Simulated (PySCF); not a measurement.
# C2H5BF2OS: the cost of one run

Programs: PySCF 2.14.0, with density-fitted response routines of our own. Each step states its level of theory. These are calculated values for one molecule in the gas phase, unless marked as measured. Atoms count from 0, in the outputs and in this text.

### Step 1. The molecule as given

12 atoms, charge 0, multiplicity 1; geometry from: PBE0-D3(BJ)/def2-SVP.

Bonds of the start (Å): C0–S1 1.82, S1–B2 1.78, B2–O3 1.37, O3–C4 1.36, C4–F5 1.34, C4–F6 1.34, C0–H7 1.10, C0–H8 1.10, C0–H9 1.10, B2–H10 1.21, C4–H11 1.10.

### Step 2. Shielding tensors: PBE0/6-31G*

The job: settings as JSON, then the geometry in Å.

```
{"job": {"kind": "nmr", "xc": "PBE0", "basis": "6-31G*", "pop": true}, "charge": 0, "multiplicity": 1}
C      2.248985    -0.019446     0.472824
S      1.259412     1.333316     1.177006
B     -0.395335     0.905401     0.686155
O     -0.623825    -0.221223    -0.054080
C     -1.868290    -0.567461    -0.490222
F     -2.053270    -1.867584    -0.249751
F     -1.935252    -0.383262    -1.814238
H      2.056355    -0.956903     1.010533
H      2.017448    -0.155875    -0.590881
H      3.304338     0.257240     0.589252
H     -1.302505     1.628727     1.021571
H     -2.666967     0.017975    -0.001366
```

Level: GIAO PBE0/6-31G* NMR shielding, non-relativistic, gas phase.

The run is started by

```bash
> OMP_NUM_THREADS=1 python probes_run.py task.json out
```

This one command runs all jobs of the session in turn.

Q: Estimate the wall time and peak memory of this first job on 1 thread of Arm Neoverse V2, shared host.

About 8.5 s, with a peak of 0.6 GiB.
